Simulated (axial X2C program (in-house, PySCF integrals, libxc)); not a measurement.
# A two-component session on TcLi⁺: EOM-EA-CCSD levels

Aim: EOM-EA-CCSD levels of TcLi⁺, with spin–orbit coupling in the Hamiltonian from the start.

Method: two-component X2C with atomic mean-field terms, Tc dyall-acv3z, Li dyall-acv3z; program: an in-house X2C program for linear molecules on PySCF integrals.

All values are calculated.

**1. Set-up**

task.json

```json
{"zs": [43, 3], "q": 1, "bas": ["dyall-acv3z", "dyall-acv3z"], "r0": 2.61, "eom": "ea", "thr": -2.0, "nmax": 92, "grid": [1, 0.96, 1.045, 0.92, 1.09, 1.15]}
```

Keys: zs atomic numbers; q charge; bas basis sets; r0 starting distance in Å; eom kind of EOM run; thr threshold in hartree for freezing inner shells (an s shell follows its p shell); nmax most natural virtual spinors; grid distances as factors.

On the command line:

```console
python soeom.py task.json out
```

The runs that follow: EOM-EA-CCSD at 2.823 Å.

**Question.** What will these runs give? Wanted: next root led by one particle; T1 of the reference; lowest state, Re and ωe.

The runs gave:

```
                     quantity                             value
       lowest root at 2.823 Å                Ω = 1/2, 12.174 eV
next root led by one particle  Ω = 5/2, about 10580 cm⁻¹ higher
          T1 of the reference                             0.039
      lowest state, Re and ωe                 2.787 Å, 317 cm⁻¹
```

In words: The added electron is bound by 12.17 eV in a spinor of 55% Tc sσ, 18% Li sσ, 18% Li pσ. Errors of 0.1 to 0.3 eV are usual at this size, and roots led by higher excitations are left out, so the list is incomplete, and low states of that kind can be missing. T1 or the largest double amplitude of the reference is raised, which lowers the reliability.
